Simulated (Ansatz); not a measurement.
**C₂H₆ClNSn: basis-set convergence**

How large a basis does C₂H₆ClNSn need? Two functionals are run in growing sets.

Computed with Ansatz 0.2.0, Gaussian basis. Level: one geometry, several basis sets.

Levels to be run: PBE0-D4/def2-SVP; ωB97M-V/def2-SVP; PBE0-D4/def2-QZVPP; ωB97M-V/def2-QZVPP; the functionals' def2-TZVPP values are taken from earlier runs.

1 further run of the same task is left out (for a known fault of the program).

**1. The geometry**

An earlier PBE0-D4 in a triple-zeta def2 set relaxation fixed the geometry. Sn takes the def2 core potential; no spin-orbit term is included.

SMILES `C[N](C)[Sn][Cl]`, 11 atoms, charge 0, spin multiplicity 1.

Atoms are counted from 1 here; the program's logs count them from 0.

Bond lengths: C1–N2 1.442 Å, C1–H6 1.095 Å, C1–H7 1.099 Å, C1–H8 1.099 Å, N2–C3 1.440 Å, N2–Sn4 2.021 Å, C3–H9 1.090 Å, C3–H10 1.099 Å, C3–H11 1.099 Å, Sn4–Cl5 2.391 Å. Angles: N2–C1–H6 111.0°, N2–C1–H7 111.6°, N2–C1–H8 111.6°, H6–C1–H7 107.6°, H6–C1–H8 107.6°, H7–C1–H8 107.3°, C1–N2–C3 112.8°, C1–N2–Sn4 118.4°, C3–N2–Sn4 128.8°, N2–C3–H9 110.7°, N2–C3–H10 111.0°, N2–C3–H11 111.0°, H9–C3–H10 108.4°, H9–C3–H11 108.4°, H10–C3–H11 107.2°, N2–Sn4–Cl5 96.9°.

**2. PBE0-D4 in def2-SVP**

in.yaml

```yaml
crystal:
  periodic: [false, false, false]
  atoms:
    - {symbol: C, position_ang: [-0.881341, -0.236176, 1.148087]}
    - {symbol: N, position_ang: [-0.278242, 0.143246, -0.105469]}
    - {symbol: C, position_ang: [1.093788, -0.278601, -0.215924]}
    - {symbol: Sn, position_ang: [-1.402070, 1.158547, -1.444126]}
    - {symbol: Cl, position_ang: [0.280559, 1.368138, -3.130131]}
    - {symbol: H, position_ang: [-1.922886, 0.098838, 1.200525]}
    - {symbol: H, position_ang: [-0.347606, 0.203172, 2.002372]}
    - {symbol: H, position_ang: [-0.875729, -1.326517, 1.285302]}
    - {symbol: H, position_ang: [1.514062, 0.025675, -1.174215]}
    - {symbol: H, position_ang: [1.178390, -1.371251, -0.131441]}
    - {symbol: H, position_ang: [1.706278, 0.157929, 0.585620]}
basis:
  gaussian: {orbitals: def2-SVP}
hamiltonian: {xc: pbe0, dispersion: d4}
output: {orbitals: {seedname: orbitals}}
```

On the command line:

```sh
> ansatz run in.yaml --threads 4 --pin off --events-out ev --progress --plain --max-ram 10444MiB
```

Further steps of the session: ωB97M-V in def2-SVP; PBE0-D4 in def2-QZVPP; ωB97M-V in def2-QZVPP.

Before running them: what should the planned runs give, taken together? Wanted: PBE0-D4: double and triple zeta above quadruple; ωB97M-V: double and triple zeta above quadruple.

As calculated:

```
                                       quantity          value
PBE0-D4: double and triple zeta above quadruple  9.26, 0.63 eV
ωB97M-V: double and triple zeta above quadruple  9.43, 0.62 eV
```

In words: PBE0-D4 gains 8.63 eV from double to triple zeta, then 0.63 eV more. These are total energies; as a rule much of such shifts cancels in differences, which this series doesn't test.
